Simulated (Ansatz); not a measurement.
# NbRu3: response to strain

NbRu3 is deformed so: zz strain of +2 %. What stress and forces result, by LAPW, PAW and all-electron datasets made for the crystal?

Method: DFT LDA, scalar-relativistic, in Ansatz 0.2.0.

### Step 1. The system as given

The structure is cubic, space group Pm-3m (No. 221). The conventional cell has a = 3.880 Å, b = 3.880 Å, c = 3.880 Å, α = 90.00°, β = 90.00°, γ = 90.00°. Nb (site symmetry m-3m) has 12 Ru at 2.74 Å in its first shell of neighbours. Ru (site symmetry 4/mmm) has 4 Nb at 2.74 Å and 8 Ru at 2.74 Å in its first shell of neighbours.

Coordinates:

```cif
data_structure
_symmetry_space_group_name_H-M 'P 1'
_symmetry_Int_Tables_number 1
_cell_length_a 3.8800
_cell_length_b 3.8800
_cell_length_c 3.8800
_cell_angle_alpha 90.000
_cell_angle_beta 90.000
_cell_angle_gamma 90.000
_cell_volume 58.41
loop_
_atom_site_label
_atom_site_type_symbol
_atom_site_fract_x
_atom_site_fract_y
_atom_site_fract_z
_atom_site_occupancy
Nb1 Nb 0.00000 0.00000 0.00000 1
Ru1 Ru 0.00000 0.50000 0.50000 1
Ru2 Ru 0.50000 0.00000 0.50000 1
Ru3 Ru 0.50000 0.50000 0.00000 1
```

Atoms are numbered in the order of the input: Nb1, Ru2, Ru3, Ru4.

### Step 2. After the deformation

Space group Pm-3m before, P4/mmm after.

### Step 3. Full-potential LAPW

The input, input.yaml:

```yaml
crystal:
  lattice:
    - [3.88, 0.0, 0.0]
    - [0.0, 3.88, 0.0]
    - [0.0, 0.0, 3.9576]
  atoms:
    - { symbol: Nb, position: [0.0, 0.0, 0.0] }
    - { symbol: Ru, position: [0.0, 0.5, 0.5] }
    - { symbol: Ru, position: [0.5, 0.0, 0.5] }
    - { symbol: Ru, position: [0.5, 0.5, 0.0] }
kpoints:
  mp_grid: { grid: [9, 9, 9] }
  band_path:
    path:
      - [0.0, 0.0, 0.0]
      - [0.0, 0.5, 0.0]
      - [0.5, 0.5, 0.0]
      - [0.0, 0.0, 0.0]
      - [0.0, 0.0, 0.5]
      - [0.0, 0.5, 0.5]
      - [0.5, 0.5, 0.5]
      - [0.0, 0.0, 0.5]
      - [0.0, 0.5, 0.0]
    npoints: 5
scf:
  occupations: { method: fermi_dirac, width: 0.05 }
hamiltonian:
  xc: lda
  pseudopotentials: { kind: all_electron, lapw: { basis_error: 0.001 } }
output:
  forces: true
  stress: true
  eigenvalues: true
```

Launch:

```bash
ansatz run input.yaml --threads 1 --pin off --max-ram 4096MiB --backend cpu --events-out ev --progress --plain --runs-dir out
```

### Step 4. Frozen-core PAW

The input, input.yaml:

```yaml
crystal:
  lattice:
    - [3.88, 0.0, 0.0]
    - [0.0, 3.88, 0.0]
    - [0.0, 0.0, 3.9576]
  atoms:
    - { symbol: Nb, position: [0.0, 0.0, 0.0] }
    - { symbol: Ru, position: [0.0, 0.5, 0.5] }
    - { symbol: Ru, position: [0.5, 0.0, 0.5] }
    - { symbol: Ru, position: [0.5, 0.5, 0.0] }
kpoints:
  mp_grid: { grid: [9, 9, 9] }
scf:
  occupations: { method: fermi_dirac, width: 0.05 }
hamiltonian:
  xc: lda
  pseudopotentials: { kind: paw }
output:
  forces: true
  stress: true
  eigenvalues: true
  efg: { contact_densities: true }
```

### Step 5. All-electron PAW on datasets made for the crystal

Edit input.yaml of step 4 so:

```diff
@@ -16,3 +16,3 @@
   xc: lda
-  pseudopotentials: { kind: paw }
+  pseudopotentials: { kind: all_electron, datasets: crystal }
 output:
```

(Steps that only read results are left out.)

**Question.** What will these runs give? Wanted: pressure; largest shear or deviatoric stress.

**Answer**, as computed:

```
                                 quantity                                                 value
                                 pressure  LAPW -16.22, PAW -16.29, crystal datasets -16.22 GPa
largest shear or deviatoric stress (LAPW)                                              2.14 GPa
```

In words: The largest part of the stress beyond the pressure is 2.14 GPa in size, in the zz component; the atoms are carried along and not relaxed. No run of the undeformed cell stands beside it, so pressure and stress hold what the given cell had before the change, as far as its symmetry allows. PAW: stress within 0.08 GPa of LAPW. Crystal datasets: stress within 0.01 GPa of LAPW.
